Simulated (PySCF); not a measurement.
# Au: excitation energies in aug-cc-pVTZ-PP plus 1 even-tempered diffuse shell per l with ECP60

Aim: the excitation energy of gold from differences of total energies, at each level of theory, and how far each lands from the tabulated value where there is one.

The numbers are computed with PySCF 2.14.0 (unrestricted determinants in a Gaussian basis, no spin-orbit coupling in the energies), except any that are marked as measured or tabulated.

### 1 Starting point

```
Element                                   : gold (Z = 79)
Basis                                     : aug-cc-pVTZ-PP with one added diffuse shell each of s, p, d, f, g type with ECP60MDF (7s7p6d4f3g, 113 functions)
Hamiltonian                               : a scalar-relativistic core potential
State 1                                   : Au: [Xe] 4f14 5d10 6p1, 2P determinant (an excited configuration)
State 2                                   : Au: [Xe] 4f14 5d9 6s1 7s1, high-spin 4D determinant (an excited configuration)
Needed too, but not shown                 : Au [Xe] 4f14 5d10 6s1 (2S)
Methods                                   : UHF, LDA, PBE, PBE0, r2SCAN, r2SCANh, wB97X-V, r2SCAN0, MP2
Core shells frozen in the correlated runs : valence: 5s2 5p6 (for Au)
```

The outer shells:

Au [Xe] 4f14 5d10 6p1
```
[Xe] core
4f [↑↓][↑↓][↑↓][↑↓][↑↓][↑↓][↑↓]
5d [↑↓][↑↓][↑↓][↑↓][↑↓]
6p [↑ ][  ][  ]
```

Au [Xe] 4f14 5d9 6s1 7s1
```
[Xe] core
4f [↑↓][↑↓][↑↓][↑↓][↑↓][↑↓][↑↓]
5d [↑↓][↑↓][↑↓][↑↓][↑ ]
6s [↑ ]
7s [↑ ]
```

The runs were made by one driver on top of PySCF. The scripts below sum up each run's settings (the driver also hands on starting orbitals that pick excited configurations, and frozen orbitals as a list rather than a count), and the logs come from the driver's own runs. The driver starts from symmetry-adapted Hartree-Fock orbitals, holds the occupation by maximum overlap and uses a logarithmic radial grid for functionals, so a plain start would take other cycles.

The integrals over 113 functions and the set-up took 1.6 s of CPU time.

### 2 Au [Xe] 4f14 5d10 6p1, method by method

**UHF**

File input.py:

```python
from pyscf import gto, scf, dft, mp, cc
import basis_set_exchange as bse
txt = bse.get_basis("aug-cc-pVTZ-PP", elements=["Au"], fmt="nwchem", header=False, augment_diffuse=1)
cut = txt.index("\nECP")
mol = gto.M(atom="Au 0 0 0", charge=0, spin=1, symmetry="D2h",
            basis=gto.basis.parse(txt[:cut]),
            ecp={"Au": gto.basis.parse_ecp(txt[cut:])})
mf = scf.UHF(mol)
mf.irrep_nelec = {'Ag': (3, 3), 'B1g': (1, 1), 'B2g': (1, 1), 'B3g': (1, 1), 'B1u': (1, 1), 'B2u': (2, 1), 'B3u': (1, 1)}
mf.kernel()
```

Output:

```text
damping factor = 0
level_shift factor = 0
DIIS = <class 'pyscf.scf.diis.CDIIS'>
diis_start_cycle = 1
diis_space = 10
diis_damp = 0
SCF conv_tol = 1e-09
SCF conv_tol_grad = None
number electrons alpha = 10  beta = 9
cycle= 1 E= -134.625784913487  delta_E= -0.00064  |g|= 0.0091  |ddm|= 0.0342
cycle= 2 E= -134.626017047701  delta_E= -0.000232  |g|= 0.00732  |ddm|= 0.0232
cycle= 3 E= -134.626252530353  delta_E= -0.000235  |g|= 0.00631  |ddm|= 0.0288
cycle= 4 E= -134.626638812844  delta_E= -0.000386  |g|= 0.00398  |ddm|= 0.0653
cycle= 5 E= -134.6268284475  delta_E= -0.00019  |g|= 0.00221  |ddm|= 0.0637
cycle= 6 E= -134.626852591865  delta_E= -2.41e-05  |g|= 0.00102  |ddm|= 0.0174
cycle= 7 E= -134.626862742144  delta_E= -1.02e-05  |g|= 0.000523  |ddm|= 0.0132
cycle= 8 E= -134.626864961622  delta_E= -2.22e-06  |g|= 9.19e-05  |ddm|= 0.00806
cycle= 9 E= -134.626864986061  delta_E= -2.44e-08  |g|= 2.31e-05  |ddm|= 0.000553
cycle= 10 E= -134.626864986654  delta_E= -5.93e-10  |g|= 4.61e-06  |ddm|= 8.06e-05
converged SCF energy = -134.626864986654  <S^2> = 0.80120268  2S+1 = 2.0505635
```

It used 4.6 s of CPU time after the integrals (shared host).

Orbital energies by shell (radii are means over both spins):

```csv
shell,electrons,mean orbital energy (eV),spread (eV),rms radius (bohr)
5s β,1,-129.37,0,1.01
5s α,1,-129.34,0,1.01
5p β,3,-76.874,0.103,1.16
5p α,3,-76.814,0.073,1.16
5d α,5,-14.838,0.041,1.72
5d β,5,-14.831,0.390,1.72
6p α,1,-3.576,0,5.41
```

⟨S²⟩ = 0.801, ⟨L²⟩ = 2.16.

Energies and moments cover only the electrons outside the core potential. Spin-orbit coupling, absent here, splits the open shell strongly.

**LDA**

input.py differs from the last one in:

```diff
@@ -7,3 +7,3 @@
             ecp={"Au": gto.basis.parse_ecp(txt[cut:])})
-mf = scf.UHF(mol)
+mf = dft.UKS(mol, xc="LDA,VWN")
 mf.irrep_nelec = {'Ag': (3, 3), 'B1g': (1, 1), 'B2g': (1, 1), 'B3g': (1, 1), 'B1u': (1, 1), 'B2u': (2, 1), 'B3u': (1, 1)}
```

Output:

```text
damping factor = 0
level_shift factor = 0
DIIS = <class 'pyscf.scf.diis.CDIIS'>
diis_start_cycle = 1
diis_space = 10
diis_damp = 0
SCF conv_tol = 1e-09
SCF conv_tol_grad = None
number electrons alpha = 10  beta = 9
XC functionals = LDA,VWN
    P. A. M. Dirac.,  Math. Proc. Cambridge Philos. Soc. 26, 376 (1930)
    F. Bloch.,  Z. Phys. 57, 545 (1929)
    S. H. Vosko, L. Wilk, and M. Nusair.,  Can. J. Phys. 58, 1200 (1980)
cycle= 1 E= -135.286843430266  delta_E= -0.011  |g|= 0.183  |ddm|= 0.455
cycle= 2 E= -135.273731560106  delta_E= 0.0131  |g|= 0.278  |ddm|= 0.413
cycle= 3 E= -135.298420086303  delta_E= -0.0247  |g|= 0.0123  |ddm|= 0.197
cycle= 4 E= -135.298529149848  delta_E= -0.000109  |g|= 0.00472  |ddm|= 0.0494
cycle= 5 E= -135.298548514371  delta_E= -1.94e-05  |g|= 0.00127  |ddm|= 0.0159
cycle= 6 E= -135.298552198638  delta_E= -3.68e-06  |g|= 0.000134  |ddm|= 0.0123
cycle= 7 E= -135.29855224659  delta_E= -4.8e-08  |g|= 3.31e-05  |ddm|= 0.00159
cycle= 8 E= -135.298552247265  delta_E= -6.75e-10  |g|= 5.22e-06  |ddm|= 9.08e-05
converged SCF energy = -135.298552247265  <S^2> = 0.77486656  2S+1 = 2.0247139
```

CPU time 2.7 s on a shared host, the integrals not counted.

**PBE**

input.py differs from the last one in:

```diff
@@ -7,3 +7,3 @@
             ecp={"Au": gto.basis.parse_ecp(txt[cut:])})
-mf = dft.UKS(mol, xc="LDA,VWN")
+mf = dft.UKS(mol, xc="PBE")
 mf.irrep_nelec = {'Ag': (3, 3), 'B1g': (1, 1), 'B2g': (1, 1), 'B3g': (1, 1), 'B1u': (1, 1), 'B2u': (2, 1), 'B3u': (1, 1)}
```

Output:

```text
damping factor = 0
level_shift factor = 0
DIIS = <class 'pyscf.scf.diis.CDIIS'>
diis_start_cycle = 1
diis_space = 10
diis_damp = 0
SCF conv_tol = 1e-09
SCF conv_tol_grad = None
number electrons alpha = 10  beta = 9
XC functionals = PBE
    J. P. Perdew, K. Burke, and M. Ernzerhof.,  Phys. Rev. Lett. 77, 3865 (1996)
    J. P. Perdew, K. Burke, and M. Ernzerhof.,  Phys. Rev. Lett. 78, 1396 (1997)
    J. P. Perdew, K. Burke, and M. Ernzerhof.,  Phys. Rev. Lett. 77, 3865 (1996)
    J. P. Perdew, K. Burke, and M. Ernzerhof.,  Phys. Rev. Lett. 78, 1396 (1997)
cycle= 1 E= -135.544921244294  delta_E= -0.0141  |g|= 0.0953  |ddm|= 0.353
cycle= 2 E= -135.541474291616  delta_E= 0.00345  |g|= 0.146  |ddm|= 0.256
cycle= 3 E= -135.548504933302  delta_E= -0.00703  |g|= 0.00639  |ddm|= 0.112
cycle= 4 E= -135.548575621583  delta_E= -7.07e-05  |g|= 0.00393  |ddm|= 0.0325
cycle= 5 E= -135.548612190742  delta_E= -3.66e-05  |g|= 0.00272  |ddm|= 0.0283
cycle= 6 E= -135.5486238159  delta_E= -1.16e-05  |g|= 0.000177  |ddm|= 0.0246
cycle= 7 E= -135.548623863112  delta_E= -4.72e-08  |g|= 1.53e-05  |ddm|= 0.00169
cycle= 8 E= -135.548623863309  delta_E= -1.97e-10  |g|= 7.21e-06  |ddm|= 0.000121
converged SCF energy = -135.548623863309  <S^2> = 0.80122643  2S+1 = 2.0505867
```

CPU time 3.7 s on a shared host, the integrals not counted.

**PBE0**

input.py differs from the last one in:

```diff
@@ -7,3 +7,3 @@
             ecp={"Au": gto.basis.parse_ecp(txt[cut:])})
-mf = dft.UKS(mol, xc="PBE")
+mf = dft.UKS(mol, xc="PBE0")
 mf.irrep_nelec = {'Ag': (3, 3), 'B1g': (1, 1), 'B2g': (1, 1), 'B3g': (1, 1), 'B1u': (1, 1), 'B2u': (2, 1), 'B3u': (1, 1)}
```

Output:

```text
damping factor = 0
level_shift factor = 0
DIIS = <class 'pyscf.scf.diis.CDIIS'>
diis_start_cycle = 1
diis_space = 10
diis_damp = 0
SCF conv_tol = 1e-09
SCF conv_tol_grad = None
number electrons alpha = 10  beta = 9
XC functionals = PBE0
    C. Adamo and V. Barone.,  J. Chem. Phys. 110, 6158 (1999)
    M. Ernzerhof and G. E. Scuseria.,  J. Chem. Phys. 110, 5029 (1999)
cycle= 1 E= -135.508843361393  delta_E= -0.00886  |g|= 0.0428  |ddm|= 0.187
cycle= 2 E= -135.50922972585  delta_E= -0.000386  |g|= 0.0462  |ddm|= 0.13
cycle= 3 E= -135.509960063292  delta_E= -0.00073  |g|= 0.00556  |ddm|= 0.0321
cycle= 4 E= -135.510154167989  delta_E= -0.000194  |g|= 0.00379  |ddm|= 0.0573
cycle= 5 E= -135.510276324339  delta_E= -0.000122  |g|= 0.00201  |ddm|= 0.045
cycle= 6 E= -135.510328964112  delta_E= -5.26e-05  |g|= 0.000472  |ddm|= 0.0439
cycle= 7 E= -135.510330393535  delta_E= -1.43e-06  |g|= 0.000115  |ddm|= 0.00737
cycle= 8 E= -135.510330420808  delta_E= -2.73e-08  |g|= 5.48e-05  |ddm|= 0.000662
cycle= 9 E= -135.510330423666  delta_E= -2.86e-09  |g|= 8.22e-06  |ddm|= 0.000321
cycle= 10 E= -135.510330423722  delta_E= -5.63e-11  |g|= 8.02e-07  |ddm|= 3.71e-05
converged SCF energy = -135.510330423722  <S^2> = 0.79826139  2S+1 = 2.0476927
```

It used 6.6 s of CPU time after the integrals (shared host).

**r2SCAN**

input.py differs from the last one in:

```diff
@@ -7,3 +7,3 @@
             ecp={"Au": gto.basis.parse_ecp(txt[cut:])})
-mf = dft.UKS(mol, xc="PBE0")
+mf = dft.UKS(mol, xc="R2SCAN")
 mf.irrep_nelec = {'Ag': (3, 3), 'B1g': (1, 1), 'B2g': (1, 1), 'B3g': (1, 1), 'B1u': (1, 1), 'B2u': (2, 1), 'B3u': (1, 1)}
```

Output:

```text
damping factor = 0
level_shift factor = 0
DIIS = <class 'pyscf.scf.diis.CDIIS'>
diis_start_cycle = 1
diis_space = 10
diis_damp = 0
SCF conv_tol = 1e-09
SCF conv_tol_grad = None
number electrons alpha = 10  beta = 9
XC functionals = R2SCAN
    J. W. Furness, A. D. Kaplan, J. Ning, J. P. Perdew, and J. Sun.,  J. Phys. Chem. Lett. 11, 8208-8215 (2020)
    J. W. Furness, A. D. Kaplan, J. Ning, J. P. Perdew, and J. Sun.,  J. Phys. Chem. Lett. 11, 9248-9248 (2020)
    J. W. Furness, A. D. Kaplan, J. Ning, J. P. Perdew, and J. Sun.,  J. Phys. Chem. Lett. 11, 8208-8215 (2020)
    J. W. Furness, A. D. Kaplan, J. Ning, J. P. Perdew, and J. Sun.,  J. Phys. Chem. Lett. 11, 9248-9248 (2020)
cycle= 1 E= -135.559278393151  delta_E= -0.0108  |g|= 0.0352  |ddm|= 0.326
cycle= 2 E= -135.559848846458  delta_E= -0.00057  |g|= 0.0427  |ddm|= 0.155
cycle= 3 E= -135.560671923484  delta_E= -0.000823  |g|= 0.0104  |ddm|= 0.05
cycle= 4 E= -135.561008197152  delta_E= -0.000336  |g|= 0.00914  |ddm|= 0.0585
cycle= 5 E= -135.56145542985  delta_E= -0.000447  |g|= 0.00695  |ddm|= 0.115
cycle= 6 E= -135.561547709982  delta_E= -9.23e-05  |g|= 0.000745  |ddm|= 0.0734
cycle= 7 E= -135.561548860889  delta_E= -1.15e-06  |g|= 0.000135  |ddm|= 0.00746
cycle= 8 E= -135.56154887379  delta_E= -1.29e-08  |g|= 2.22e-05  |ddm|= 0.000456
cycle= 9 E= -135.561548874224  delta_E= -4.34e-10  |g|= 6.64e-06  |ddm|= 0.000219
converged SCF energy = -135.561548874224  <S^2> = 0.92047919  2S+1 = 2.1637737
```

CPU time 11 s on a shared host, the integrals not counted.

**r2SCANh**

input.py differs from the last one in:

```diff
@@ -7,3 +7,3 @@
             ecp={"Au": gto.basis.parse_ecp(txt[cut:])})
-mf = dft.UKS(mol, xc="R2SCAN")
+mf = dft.UKS(mol, xc="HYB_MGGA_XC_R2SCANH")
 mf.irrep_nelec = {'Ag': (3, 3), 'B1g': (1, 1), 'B2g': (1, 1), 'B3g': (1, 1), 'B1u': (1, 1), 'B2u': (2, 1), 'B3u': (1, 1)}
```

Output:

```text
damping factor = 0
level_shift factor = 0
DIIS = <class 'pyscf.scf.diis.CDIIS'>
diis_start_cycle = 1
diis_space = 10
diis_damp = 0
SCF conv_tol = 1e-09
SCF conv_tol_grad = None
number electrons alpha = 10  beta = 9
XC functionals = HYB_MGGA_XC_R2SCANH
    M. Bursch, H. Neugebauer, S. Ehlert, and S. Grimme.,  J. Chem. Phys. 156, 134105 (2022)
cycle= 1 E= -135.538281565031  delta_E= -0.00908  |g|= 0.0272  |ddm|= 0.276
cycle= 2 E= -135.538940724854  delta_E= -0.000659  |g|= 0.0287  |ddm|= 0.133
cycle= 3 E= -135.539397369277  delta_E= -0.000457  |g|= 0.00863  |ddm|= 0.0357
cycle= 4 E= -135.539791295528  delta_E= -0.000394  |g|= 0.00725  |ddm|= 0.067
cycle= 5 E= -135.540222579792  delta_E= -0.000431  |g|= 0.00499  |ddm|= 0.0958
cycle= 6 E= -135.540392749007  delta_E= -0.00017  |g|= 0.00248  |ddm|= 0.123
cycle= 7 E= -135.540403009823  delta_E= -1.03e-05  |g|= 0.000102  |ddm|= 0.0229
cycle= 8 E= -135.540403061814  delta_E= -5.2e-08  |g|= 3.63e-05  |ddm|= 0.00147
cycle= 9 E= -135.540403062714  delta_E= -9e-10  |g|= 1.07e-05  |ddm|= 0.000251
converged SCF energy = -135.540403062714  <S^2> = 0.89688319  2S+1 = 2.1418526
```

It used 13 s of CPU time after the integrals (shared host).

**wB97X-V**

input.py differs from the last one in:

```diff
@@ -7,3 +7,3 @@
             ecp={"Au": gto.basis.parse_ecp(txt[cut:])})
-mf = dft.UKS(mol, xc="HYB_MGGA_XC_R2SCANH")
+mf = dft.UKS(mol, xc="WB97X_V")
 mf.irrep_nelec = {'Ag': (3, 3), 'B1g': (1, 1), 'B2g': (1, 1), 'B3g': (1, 1), 'B1u': (1, 1), 'B2u': (2, 1), 'B3u': (1, 1)}
```

Output:

```text
damping factor = 0
level_shift factor = 0
DIIS = <class 'pyscf.scf.diis.CDIIS'>
diis_start_cycle = 1
diis_space = 10
diis_damp = 0
SCF conv_tol = 1e-09
SCF conv_tol_grad = None
number electrons alpha = 10  beta = 9
XC functionals = WB97X_V
    N. Mardirossian and M. Head-Gordon.,  Phys. Chem. Chem. Phys. 16, 9904-9924 (2014)
NLC functional = WB97X_V
cycle= 1 E= -135.474429184857  delta_E= -0.00789  |g|= 0.0264  |ddm|= 0.111
cycle= 2 E= -135.475300328546  delta_E= -0.000871  |g|= 0.0163  |ddm|= 0.0723
cycle= 3 E= -135.475586195762  delta_E= -0.000286  |g|= 0.00795  |ddm|= 0.0373
cycle= 4 E= -135.475881726663  delta_E= -0.000296  |g|= 0.0046  |ddm|= 0.0634
cycle= 5 E= -135.476076541568  delta_E= -0.000195  |g|= 0.00331  |ddm|= 0.0539
cycle= 6 E= -135.476230466115  delta_E= -0.000154  |g|= 0.00195  |ddm|= 0.0493
cycle= 7 E= -135.47629269781  delta_E= -6.22e-05  |g|= 0.000718  |ddm|= 0.0438
cycle= 8 E= -135.476296471729  delta_E= -3.77e-06  |g|= 0.000407  |ddm|= 0.00878
cycle= 9 E= -135.476297238839  delta_E= -7.67e-07  |g|= 0.00025  |ddm|= 0.0044
cycle= 10 E= -135.476297361305  delta_E= -1.22e-07  |g|= 3.13e-05  |ddm|= 0.00132
cycle= 11 E= -135.476297366489  delta_E= -5.18e-09  |g|= 6.02e-06  |ddm|= 0.000407
cycle= 12 E= -135.476297366566  delta_E= -7.77e-11  |g|= 1.01e-06  |ddm|= 5.03e-05
converged SCF energy = -135.476297366566  <S^2> = 0.79576634  2S+1 = 2.0452544
```

It used 12 s of CPU time after the integrals (shared host).

**r2SCAN0**

input.py differs from the last one in:

```diff
@@ -7,3 +7,3 @@
             ecp={"Au": gto.basis.parse_ecp(txt[cut:])})
-mf = dft.UKS(mol, xc="WB97X_V")
+mf = dft.UKS(mol, xc="HYB_MGGA_XC_R2SCAN0")
 mf.irrep_nelec = {'Ag': (3, 3), 'B1g': (1, 1), 'B2g': (1, 1), 'B3g': (1, 1), 'B1u': (1, 1), 'B2u': (2, 1), 'B3u': (1, 1)}
```

Output:

```text
damping factor = 0
level_shift factor = 0
DIIS = <class 'pyscf.scf.diis.CDIIS'>
diis_start_cycle = 1
diis_space = 10
diis_damp = 0
SCF conv_tol = 1e-09
SCF conv_tol_grad = None
number electrons alpha = 10  beta = 9
XC functionals = HYB_MGGA_XC_R2SCAN0
    M. Bursch, H. Neugebauer, S. Ehlert, and S. Grimme.,  J. Chem. Phys. 156, 134105 (2022)
cycle= 1 E= -135.507095488543  delta_E= -0.00683  |g|= 0.0205  |ddm|= 0.227
cycle= 2 E= -135.507801901032  delta_E= -0.000706  |g|= 0.0167  |ddm|= 0.118
cycle= 3 E= -135.508074764826  delta_E= -0.000273  |g|= 0.00804  |ddm|= 0.0329
cycle= 4 E= -135.508438484565  delta_E= -0.000364  |g|= 0.00602  |ddm|= 0.064
cycle= 5 E= -135.508813342484  delta_E= -0.000375  |g|= 0.00423  |ddm|= 0.0755
cycle= 6 E= -135.509071520812  delta_E= -0.000258  |g|= 0.00328  |ddm|= 0.134
cycle= 7 E= -135.509077007262  delta_E= -5.49e-06  |g|= 0.000242  |ddm|= 0.014
cycle= 8 E= -135.509077357157  delta_E= -3.5e-07  |g|= 0.000136  |ddm|= 0.00313
cycle= 9 E= -135.509077389697  delta_E= -3.25e-08  |g|= 2.44e-05  |ddm|= 0.000756
cycle= 10 E= -135.50907739137  delta_E= -1.67e-09  |g|= 1.73e-06  |ddm|= 0.000293
cycle= 11 E= -135.509077391377  delta_E= -7.05e-12  |g|= 7.24e-07  |ddm|= 1.41e-05
converged SCF energy = -135.509077391377  <S^2> = 0.86679901  2S+1 = 2.1135742
```

CPU time 15 s on a shared host, the integrals not counted.

**MP2 (valence)**

input.py differs from the last one in:

```diff
@@ -7,4 +7,5 @@
             ecp={"Au": gto.basis.parse_ecp(txt[cut:])})
-mf = dft.UKS(mol, xc="HYB_MGGA_XC_R2SCAN0")
+mf = scf.UHF(mol)
 mf.irrep_nelec = {'Ag': (3, 3), 'B1g': (1, 1), 'B2g': (1, 1), 'B3g': (1, 1), 'B1u': (1, 1), 'B2u': (2, 1), 'B3u': (1, 1)}
 mf.kernel()
+mp.UMP2(mf, frozen=4).kernel()
```

No log was kept for this step.

It used 1.4 s of CPU time after the integrals (shared host).

With 11 electrons correlated, the MP2 correlation energy is -0.36078 hartree (-0.12492 same spin, -0.23585 opposite spin); the SCS form gives -0.32466. Largest pairs of shells: 5d-5d -0.3386, 5d-6p -0.0221, 6p-6p 0.0000.

Radial density 4πr²ρ of Au at UHF, the electrons outside the core potential:

```csv
r (bohr),density,spin density
0.137,0.000111,0.000
0.231,0.00340,0.000
0.389,0.248,0.000
0.654,7.48,0.005
1.10,16.5,-0.041
1.85,5.29,0.037
3.11,0.759,0.211
5.23,0.188,0.178
8.80,0.0347,0.035
14.8,0.000536,0.001
```

(Part 1 of 2 ends here.)
